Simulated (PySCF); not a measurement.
# C2H9FGeSi: the cost of one run

Programs: PySCF 2.14.0, with density-fitted response routines of our own. Each step states its level of theory. These are calculated values for one molecule in the gas phase, unless marked as measured. Atoms are numbered from 0 throughout.

## Step 1: The starting structure

14 atoms, charge 0, multiplicity 1; geometry from: GFN2-xTB. The atoms were then displaced at random by about 0.01 Å, so the start is not that level's minimum.

Bonds of the start (Å): C0–Si1 1.87, Si1–C2 1.91, C2–F3 1.42, C2–Ge4 1.99, C0–H5 1.10, C0–H6 1.10, C0–H7 1.09, Si1–H8 1.45, Si1–H9 1.48, C2–H10 1.08, Ge4–H11 1.51, Ge4–H12 1.47, Ge4–H13 1.51.

## Step 2: Geometry optimisation at PBE0-D3(BJ)/def2-SVP

The job: settings as JSON, then the geometry in Å.

```
{"job": {"xc": "PBE0", "basis": "def2-SVP", "d3": "d3bj", "grid": 1, "shake": 0.01, "kind": "geom"}, "charge": 0, "multiplicity": 1}
C     -1.795120     0.837400     0.304600
Si    -1.077130    -0.845340    -0.074740
C      0.642720    -0.542920    -0.845020
F      1.240880    -1.775720    -1.213750
Ge     2.007660     0.288240     0.339620
H     -2.814310     0.769880     0.719720
H     -1.888170     1.465800    -0.598320
H     -1.190420     1.418570     1.007890
H     -1.868420    -1.572930    -1.041760
H     -0.910600    -1.636390     1.161080
H      0.573350     0.024400    -1.759550
H      2.149200    -0.479260     1.627000
H      3.318230     0.330440    -0.331650
H      1.604950     1.702760     0.697130
```

On the command line:

```
$ OMP_NUM_THREADS=1 python probes_run.py task.json out
```

This one command runs all jobs of the session in turn.

Q: Estimate the wall time and peak memory of this first job on 1 thread of Arm Neoverse V1, shared host.

About 57 s, with a peak of 0.59 GiB.
